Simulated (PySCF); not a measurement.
# C5H10O2Si: the cost of one run

Programs: PySCF 2.14.0, with routines of our own; each step states its level. All values are computed. Atoms count from 0.

## 1. The system as given

18 atoms, charge 0, multiplicity 1; geometry from: GFN2-xTB.

## 2. Magnetic properties: GIAO BHandHLYP/pcSseg-1

The job: settings as JSON, then the geometry in Å.

```
{"job": {"kind": "mag", "xc": "BHandHLYP", "basis": "pcSseg-1", "isotopologues": 2}, "charge": 0, "multiplicity": 1}
C      2.768491     0.505163    -0.416574
C      2.008701    -0.529203    -0.105339
C      0.849386    -1.001664    -0.907821
Si    -0.806505    -0.689478    -0.009917
O     -0.753340    -1.584811     1.345552
O     -2.094418    -1.260818    -0.849503
C     -1.003090     1.155012     0.355247
C     -2.059900     1.889283     0.044229
H      2.603167     1.079093    -1.314574
H      3.588055     0.822456     0.205487
H      2.188637    -1.084931     0.804609
H      0.851852    -0.508720    -1.881008
H      0.946100    -2.074966    -1.077812
H     -1.566003    -1.861507     1.761642
H     -2.308453    -0.896521    -1.702537
H     -0.175982     1.641985     0.856260
H     -2.127579     2.941981     0.274220
H     -2.917877     1.463964    -0.452855
```

Method: GIAO BHandHLYP/pcSseg-1 magnetisability, rotational g tensor and spin-rotation constants, non-relativistic, gas phase.

On the command line:

```console
$ OMP_NUM_THREADS=1 python excited_run.py task.json out
```

The driver reads the jobs from task.json and runs them one after another.

**Question.** How long does this first job take on 1 thread of Arm Neoverse V2, shared host, and how much memory does it need?

About 33 s, with a peak of 0.94 GiB.
